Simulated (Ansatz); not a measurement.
# GeH3O2 radical: a ladder of functionals and wavefunction methods

How much do the methods differ for GeH3O2 radical? The plan is to run it at one geometry with functionals of several rungs and with coupled cluster. The yardstick is the atomisation energy at the CCSD(T) limit.

Program: Ansatz 0.2.0, Gaussian basis. Level of theory: functionals in def2-TZVPP, the program's frozen cores in correlated methods. These are calculated values, not measurements.

Levels to be run: LDA (SPW92), PBE-D4, revPBE-D4, BLYP-D4, r2SCAN-D4, B97M-V, PBE0-D4, B3LYP-D4, r2SCANh-D4, r2SCAN0-D4, HSE06-D4, BHLYP-D4, CAM-B3LYP-D4, LC-ωPBE, ωB97X-V, ωB97M-V, B2PLYP, PBE-QIDH; CCSD(T)/def2-SVP; CCSD(T)/def2-TZVPP; MP2/def2-QZVPP; extrapolation to the limit; RPA on PBE.

### Step 1. The geometry

All runs share one geometry, relaxed beforehand with PBE0-D4 in a triple-zeta def2 set.

SMILES `[O][GeH2][OH]`, 6 atoms, charge 0, spin multiplicity 2.

Atoms are counted from 1 here; the program's logs count them from 0.

Bond lengths: O1–Ge2 1.790 Å, Ge2–O3 1.768 Å, Ge2–H4 1.539 Å, Ge2–H5 1.528 Å, O3–H6 0.960 Å. Angles: O1–Ge2–O3 111.6°, O1–Ge2–H4 102.2°, O1–Ge2–H5 109.7°, O3–Ge2–H4 112.1°, O3–Ge2–H5 104.8°, H4–Ge2–H5 116.5°, Ge2–O3–H6 113.3°.

### Step 2. LDA

This LDA is Slater exchange with PW92 correlation.

Contents of in.yaml:

```yaml
crystal:
  periodic: [false, false, false]
  atoms:
    - {symbol: O, position_ang: [-1.694041, -0.455904, 0.556914]}
    - {symbol: Ge, position_ang: [-0.249906, 0.168562, -0.295769]}
    - {symbol: O, position_ang: [1.186335, 0.124095, 0.735033]}
    - {symbol: H, position_ang: [-0.134773, -0.795792, -1.489818]}
    - {symbol: H, position_ang: [-0.447257, 1.647030, -0.628928]}
    - {symbol: H, position_ang: [1.381643, -0.751892, 1.076369]}
basis:
  gaussian: {orbitals: def2-TZVPP}
magnetization: {spin_polarized: true, initial_magnetization: 1}
hamiltonian: {xc: lda}
output: {orbitals: {seedname: orbitals}}
```

After this run come: PBE-D4 (GGA); revPBE-D4 (GGA); BLYP-D4 (GGA); r2SCAN-D4 (meta-GGA); B97M-V (meta-GGA); PBE0-D4 (hybrid); B3LYP-D4 (hybrid); r2SCANh-D4 (hybrid); r2SCAN0-D4 (hybrid); HSE06-D4 (hybrid); BHLYP-D4 (hybrid); CAM-B3LYP-D4 (range-separated); LC-ωPBE-D4 (range-separated); ωB97X-V (range-separated); ωB97M-V (range-separated); B2PLYP (double hybrid); PBE-QIDH (double hybrid); CCSD(T) in def2-SVP; CCSD(T) in def2-TZVPP; MP2 in def2-QZVPP; RPA on PBE orbitals.

Before running them: what should the planned runs give, taken together? Wanted: atomisation energy, CCSD(T)/CBS; farthest beyond LDA; mean size of error, GGA; mean size of error, meta-GGA; mean size of error, hybrid; mean size of error, range-separated; mean size of error, double hybrid; gap, smallest and largest; T1 diagnostic.

The runs gave:

```
                               quantity                                                                   value
        atomisation energy, CCSD(T)/CBS                                                           1781.7 kJ/mol
 functionals within 17.8 kJ/mol (1.0 %)  BLYP-D4, r2SCAN-D4, B97M-V, r2SCANh-D4, CAM-B3LYP-D4, ωB97X-V, ωB97M-V
                    farthest beyond LDA                                                 BHLYP-D4 (-94.8 kJ/mol)
                mean size of error, GGA                                                             21.0 kJ/mol
           mean size of error, meta-GGA                                                              9.0 kJ/mol
             mean size of error, hybrid                                                             43.4 kJ/mol
    mean size of error, range-separated                                                             12.1 kJ/mol
      mean size of error, double hybrid                                                             40.1 kJ/mol
              gap, smallest and largest                               0.32 eV (LDA (SPW92)), 10.07 eV (LC-ωPBE)
                          T1 diagnostic                                                                  0.0152
triples share of the correlation energy                                                                   3.3 %
```

**Reading.** LDA overbinds by 297.9 kJ/mol (17 %). PBE-D4 misses by +18.1 kJ/mol. Double hybrids carry the basis error of their MP2 part in triple zeta, and no dispersion term here, so their miss is partly the set-up's. The rungs meta-GGA, range-separated miss on average by less than the doubt on the reference (17.8 kJ/mol), so they tie. The reference freezes the cores and leaves out relativity and excitations past (T), and its outer-core shells are covered unevenly, so misses under about 17.8 kJ/mol can't be ranked. Hartree-Fock recovers 66 % of the binding; the rest is correlation. CCSD(T) in def2-SVP is off by -160.2 kJ/mol, worse than the median functional, from the basis alone. The gap grows from 0.3 to 10.1 eV across the functionals, mostly with the share of exact exchange. Correlated methods include outer-core shells of Ge, which these sets cover unevenly.
